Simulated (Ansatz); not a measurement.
**COSeSi (SMILES c1[se]o[si]#1): functionals against CCSD(T) at one geometry**

The atoms stand at a structure displaced at random from a GFN2-xTB minimum. How far do the functionals agree with CCSD(T) there?

Computed with Ansatz 0.2.0, Gaussian basis. Level: single points in def2-TZVPP.

Correlated methods freeze the cores. Filled d shells of the heavier atoms are correlated.

**1. The system as given**

SMILES `c1[se]o[si]#1`, 4 atoms, charge 0, spin multiplicity 1.

Atoms are counted from 1 here; the program's logs count them from 0.

Bond lengths: C1–Se2 1.943 Å, C1–Si4 1.896 Å, Se2–O3 1.736 Å, O3–Si4 1.832 Å. Angles: Se2–C1–Si4 85.9°, C1–Se2–O3 88.6°, Se2–O3–Si4 94.3°, C1–Si4–O3 87.3°.

Geometry (Å):

```csv
atom,x (Å),y (Å),z (Å)
C1,-0.91990,0.91800,-0.60980
Se2,0.47940,0.90710,0.73850
O3,0.54620,-0.82140,0.59350
Si4,-0.38780,-0.86390,-0.98170
```

**2. CCSD(T)/def2-TZVPP**

File run/in.yaml:

```yaml
crystal:
  periodic: [false, false, false]
  atoms:
    - {symbol: C, position_ang: [-0.919900, 0.918000, -0.609800]}
    - {symbol: Se, position_ang: [0.479400, 0.907100, 0.738500]}
    - {symbol: O, position_ang: [0.546200, -0.821400, 0.593500]}
    - {symbol: Si, position_ang: [-0.387800, -0.863900, -0.981700]}
basis:
  gaussian: {orbitals: def2-TZVPP}
correlation: {method: ccsd_t}
output: {forces: true}
```

No record of the launch command was kept for these runs.

**3. PBE0-D4/def2-TZVPP**

run/in.yaml, as its differences from that of step 2:

```diff
@@ -9,3 +9,3 @@
   gaussian: {orbitals: def2-TZVPP}
-correlation: {method: ccsd_t}
-output: {forces: true}
+hamiltonian: {xc: pbe0, dispersion: d4}
+output: {forces: true, orbitals: {seedname: orbitals}}
```

**4. wB97M-V/def2-TZVPP**

run/in.yaml, as its differences from that of step 3:

```diff
@@ -9,3 +9,3 @@
   gaussian: {orbitals: def2-TZVPP}
-hamiltonian: {xc: pbe0, dispersion: d4}
-output: {forces: true, orbitals: {seedname: orbitals}}
+hamiltonian: {xc: {name: wB97M-V}}
+output: {forces: true}
```

**5. r2SCAN-D4/def2-TZVPP**

run/in.yaml, as its differences from that of step 4:

```diff
@@ -9,3 +9,3 @@
   gaussian: {orbitals: def2-TZVPP}
-hamiltonian: {xc: {name: wB97M-V}}
+hamiltonian: {xc: r2scan, dispersion: d4}
 output: {forces: true}
```

**6. PBE-D4/def2-TZVPP**

run/in.yaml, as its differences from that of step 5:

```diff
@@ -9,3 +9,3 @@
   gaussian: {orbitals: def2-TZVPP}
-hamiltonian: {xc: r2scan, dispersion: d4}
+hamiltonian: {xc: pbe, dispersion: d4}
 output: {forces: true}
```

**7. r2SCANh-D4/def2-TZVPP**

run/in.yaml, as its differences from that of step 6:

```diff
@@ -9,3 +9,3 @@
   gaussian: {orbitals: def2-TZVPP}
-hamiltonian: {xc: pbe, dispersion: d4}
+hamiltonian: {xc: {name: r2SCANh}, dispersion: d4}
 output: {forces: true}
```

**8. r2SCAN0-D4/def2-TZVPP**

run/in.yaml, as its differences from that of step 7:

```diff
@@ -9,3 +9,3 @@
   gaussian: {orbitals: def2-TZVPP}
-hamiltonian: {xc: {name: r2SCANh}, dispersion: d4}
+hamiltonian: {xc: {name: r2SCAN0}, dispersion: d4}
 output: {forces: true}
```

(Steps that only read results are left out.)

**Question.** What will these runs give? Wanted: energy less free atoms, CCSD(T)/def2-TZVPP; RMS force component; RMS force error; HOMO and LUMO, PBE0-D4; T1 diagnostic.

As calculated:

| quantity | value |
| --- | --- |
| energy less free atoms, CCSD(T)/def2-TZVPP | -11.868 eV |
| RMS force component | 1.659 to 1.791 eV/Å over the methods |
| RMS force error | PBE0-D4 0.195, wB97M-V 0.241, r2SCAN-D4 0.172, PBE-D4 0.323, r2SCANh-D4 0.192, r2SCAN0-D4 0.328 eV/Å |
| HOMO and LUMO, PBE0-D4 | -6.42 and -4.22 eV |
| T1 diagnostic | 0.035 |

**Reading.** Against CCSD(T) the functionals' energies less atoms differ by -1.698 to +0.281 eV, PBE-D4 by -1.698 eV. A larger basis would deepen the CCSD(T) value, while the functionals are nearly converged already, so the order here is not reliable. For forces r2SCAN-D4 does best and r2SCAN0-D4 worst. The T1 diagnostic is large here, over the usual mark for main-group molecules (transition-metal compounds often pass it harmlessly), so CCSD(T) itself may be off. The restricted Hartree–Fock reference is unstable towards an unrestricted one at one or more of these structures.
